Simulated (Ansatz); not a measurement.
**C₂H₅ClIn radical: one species, many methods**

One table from this session's results is given with a row withheld; the runs are named, their logs left out.

Program: Ansatz 0.2.0, Gaussian basis. Level of theory: functionals in def2-TZVPP, the program's frozen cores in correlated methods. These are calculated values, not measurements.

The runs, in order: PBE-D4, r2SCAN-D4, PBE0-D4, B3LYP-D4, ωB97X-V, ωB97M-V, B2PLYP; CCSD(T)/def2-TZVPP; MP2/def2-QZVPP; extrapolation to the limit.

## Structure used throughout

The geometry comes from an earlier relaxation with PBE0-D4 in a triple-zeta def2 set; it is a stationary point, not always the lowest conformer. In takes the def2 core potential; no spin-orbit term is included.

9 atoms, charge 0, spin multiplicity 2.

Atoms are counted from 1 here; the program's logs count them from 0.

Bond lengths: C1–C2 1.510 Å, C1–H5 1.092 Å, C1–H6 1.097 Å, C1–H7 1.092 Å, C2–In3 2.268 Å, C2–H8 1.092 Å, C2–H9 1.089 Å, In3–Cl4 2.398 Å. Angles: C2–C1–H5 112.2°, C2–C1–H6 110.3°, C2–C1–H7 112.0°, H5–C1–H6 107.0°, H5–C1–H7 107.6°, H6–C1–H7 107.5°, C1–C2–In3 109.9°, C1–C2–H8 113.7°, C1–C2–H9 114.5°, In3–C2–H8 101.9°, In3–C2–H9 106.3°, H8–C2–H9 109.6°, C2–In3–Cl4 108.1°.

Coordinates:

```tsv
atom	x (Å)	y (Å)	z (Å)
C1	-0.6577	0.7061	0.0626
C2	0.2952	-0.1946	0.8114
In3	0.9129	-1.9320	-0.5092
Cl4	1.1327	-1.1210	-2.7549
H5	-1.6088	0.2129	-0.1510
H6	-0.8862	1.5983	0.6587
H7	-0.2403	1.0443	-0.8879
H8	1.2574	0.2726	1.0335
H9	-0.1167	-0.6328	1.7197
```

Set-up of the first run:

File in.yaml:

```yaml
crystal:
  periodic: [false, false, false]
  atoms:
    - {symbol: C, position_ang: [-0.657712, 0.706148, 0.062564]}
    - {symbol: C, position_ang: [0.295173, -0.194561, 0.811415]}
    - {symbol: In, position_ang: [0.912894, -1.932039, -0.509190]}
    - {symbol: Cl, position_ang: [1.132713, -1.120991, -2.754873]}
    - {symbol: H, position_ang: [-1.608811, 0.212928, -0.150986]}
    - {symbol: H, position_ang: [-0.886192, 1.598295, 0.658717]}
    - {symbol: H, position_ang: [-0.240346, 1.044251, -0.887895]}
    - {symbol: H, position_ang: [1.257383, 0.272553, 1.033464]}
    - {symbol: H, position_ang: [-0.116701, -0.632784, 1.719685]}
basis:
  gaussian: {orbitals: def2-TZVPP}
magnetization: {spin_polarized: true, initial_magnetization: 1}
hamiltonian: {xc: pbe, dispersion: d4}
output: {forces: true, orbitals: {seedname: orbitals}}
```

Launch:

```sh
ansatz run in.yaml --threads 2 --pin off --events-out ev --progress --plain --max-ram 32768MiB --backend cpu
```

Among the steps run: PBE-D4 (GGA); r2SCAN-D4 (meta-GGA); PBE0-D4 (hybrid); B3LYP-D4 (hybrid); ωB97X-V (range-separated); ωB97M-V (range-separated); B2PLYP (double hybrid); CCSD(T) in def2-TZVPP; MP2 in def2-QZVPP.

One of the session's tables, all rows but one given; the rest of the session is left out.

It belongs to the step «Atomisation energies». 

| method | atomisation energy (kJ/mol) |
| --- | --- |
| PBE-D4 | 3083.4 |
| r2SCAN-D4 | 3052.8 |
| PBE0-D4 | 3047.4 |
| B3LYP-D4 | 3023.9 |
| ωB97X-V | 3031.0 |
| ωB97M-V | 3032.2 |
| B2PLYP | 2989.3 |
| HF/def2-TZVPP | ? |
| MP2/def2-TZVPP | 2984.1 |
| CCSD/def2-TZVPP | 2917.0 |
| CCSD(T)/def2-TZVPP | 2958.4 |
| MP2/CBS | 3057.4 |
| CCSD(T)/CBS | 3031.7 |

Estimate the missing values for HF/def2-TZVPP.

The run gave: atomisation energy (kJ/mol): 2282.5. In the column «atomisation energy (kJ/mol)» it is the lowest.

Limits of these values: Free atoms (2 C, 1 In, 1 Cl, 5 H) were run apart at each level; the atomisation energy is their sum less the molecule, without zero-point or spin-orbit terms.
